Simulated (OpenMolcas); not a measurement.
# BCl2F (dichlorofluoroborane) at MCPF/pcseg-1 (electric field -0.005 a.u., field axis y)

What is the energy difference between two shapes of BCl2F (dichlorofluoroborane) at MCPF/pcseg-1 (electric field -0.005 a.u., field axis y)? 

The calculation is run with OpenMolcas 26.06.

2 further runs of the same task are left out: 2 set aside as unsound or not needed.

### Step 1. The molecule

BCl2F has 4 atoms, charge 0, and is taken as a singlet. SMILES: `FB(Cl)Cl`. The coordinates come from a GFN2-xTB relaxation.

Bond lengths: F1–B2 1.323 Å, B2–Cl3 1.711 Å, B2–Cl4 1.711 Å. Angles: F1–B2–Cl3 118.2°, F1–B2–Cl4 118.1°, Cl3–B2–Cl4 123.7°.

### Step 2. A single-point energy at MCPF/pcseg-1 (electric field -0.005 a.u., field axis y)

File mol.inp:

```
&GATEWAY
 BasLib=$CurrDir
 Coord
 4
 angstrom
 F        0.114530      -1.157550      -0.772510
 B        0.005090      -0.058900      -0.043290
 Cl      -1.540110       0.360660       0.561040
 Cl       1.420490       0.855790       0.254760
 Basis=pcseg-1
 Group=NoSym

&SEWARD

&FFPT
 Dipole
 Y 0.005

&SCF
 PrOrbitals=0

&MOTRA
 Frozen=12

&GUGA
 Electrons=24
 Spin=1
 Inactive=12
 Active=0
 CIAll=1

&CPF
 MCPF
```

The basis set pcseg-1 is read from a file made from the Basis Set Exchange's data (not shown).

Command:

```console
$ export MOLCAS_MEM=1860
$ pymolcas mol.inp > mol.log
```

The program printed:

```text
--- Start Module: gateway ---
[...]
--- Stop Module: gateway /rc=_RC_ALL_IS_WELL_ ---
[...]
      Basis functions           64
[...]
       Convergence after  11 Iterations
[...]
::    Total SCF energy                              -1043.1610741479
[...]
      Total spin, S                                     0.0000000000
[...]
      *** WARNING: Default frozen orbitals is overwritten by user input.
      *** Default values:  12
[...]
--- Start Module: guga ---
[...]
--- Stop Module: guga /rc=_RC_ALL_IS_WELL_ ---
--- Start Module: cpf ---
[...]
      Active orbitals                            0       0
[...]
      Spin quantum number                      0.0
[...]
     FINAL MCPF ENERGY        -1043.70954029
     FINAL CORRELATION ENERGY   -0.54846614  REFERENCE ENERGY   -1043.16107415
[...]
      Total electronic charge=   48.000000
      Total            charge=    0.000000
[...]
      Dipole Moment (debye):
      Origin of the operator (angstrom)=   -0.0195    0.1991    0.1338
                   X= -6.3614E-02               Y= -1.1158E-01               Z=  9.2716E-02           Total=  1.5841E-01
      Quadrupole Moment (debye*angstrom):
[...]
--- Stop Module: cpf /rc=_RC_ALL_IS_WELL_ ---
[...]
```

Wall time 7.2 s (1 thread of Arm Neoverse V1, shared host); peak memory 0.4 GiB.

### Step 3. The distorted shape

File mol.inp:

```
&GATEWAY
 BasLib
 $CurrDir
 Coord
 4
 angstrom
 F        0.123114      -1.175082      -0.765696
 B        0.011832      -0.058495      -0.019175
 Cl      -1.543893       0.352464       0.585817
 Cl       1.425296       0.890619       0.243831
 Basis
 pcseg-1
 Group
 NoSym

&SEWARD

&FFPT
 Dipole
 Y 0.005

&SCF
 PrOrbitals
 0

&MOTRA
 Frozen
 12

&GUGA
 Electrons
 24
 Spin
 1
 Inactive
 12
 Active
 0
 CIAll
 1

&CPF
 MCPF
```

The basis set pcseg-1 is read from a file made from the Basis Set Exchange's data (not shown).

Command:

```console
$ export MOLCAS_MEM=1860
$ pymolcas mol.inp > mol.log
```

The program printed:

```text
--- Start Module: gateway ---
[...]
--- Stop Module: gateway /rc=_RC_ALL_IS_WELL_ ---
[...]
      Basis functions           64
[...]
       Convergence after  11 Iterations
[...]
::    Total SCF energy                              -1043.1602918578
[...]
      Total spin, S                                     0.0000000000
[...]
      *** WARNING: Default frozen orbitals is overwritten by user input.
      *** Default values:  12
[...]
--- Start Module: guga ---
[...]
--- Stop Module: guga /rc=_RC_ALL_IS_WELL_ ---
--- Start Module: cpf ---
[...]
      Active orbitals                            0       0
[...]
      Spin quantum number                      0.0
[...]
     FINAL MCPF ENERGY        -1043.70978280
     FINAL CORRELATION ENERGY   -0.54949095  REFERENCE ENERGY   -1043.16029186
[...]
      Total electronic charge=   48.000000
      Total            charge=    0.000000
[...]
      Dipole Moment (debye):
      Origin of the operator (angstrom)=   -0.0168    0.2051    0.1426
                   X= -7.5500E-02               Y= -4.3879E-02               Z=  1.8356E-01           Total=  2.0327E-01
      Quadrupole Moment (debye*angstrom):
[...]
--- Stop Module: cpf /rc=_RC_ALL_IS_WELL_ ---
[...]
```

Wall time 7.2 s (1 thread of Arm Neoverse V1, shared host); peak memory 0.4 GiB.

### Step 4. Results

Level: MCPF/pcseg-1 (electric field -0.005 a.u., field axis y), 12 core orbitals frozen.

| quantity | value |
| --- | --- |
| first shape: total energy | -1043.70954 Eh |
| first shape: dipole moment (mean-field density) | 0.18 D |
| first shape: HOMO–LUMO gap (Hartree–Fock orbitals) | 16.00 eV |
| first shape: correlation energy (12 core orbitals frozen) | -548.5 mEh |
| distorted shape: total energy | -1043.70978 Eh |
| distorted shape: dipole moment (mean-field density) | 0.30 D |
| distorted shape: HOMO–LUMO gap (Hartree–Fock orbitals) | 15.91 eV |
| distorted shape: correlation energy (12 core orbitals frozen) | -549.5 mEh |
| energy change with the atoms displaced | -0.007 eV |

What this shows: With the atoms displaced the energy falls by 0.01 eV (0.6 kJ/mol). The first shape isn't relaxed at this level, so the change isn't measured from a minimum.
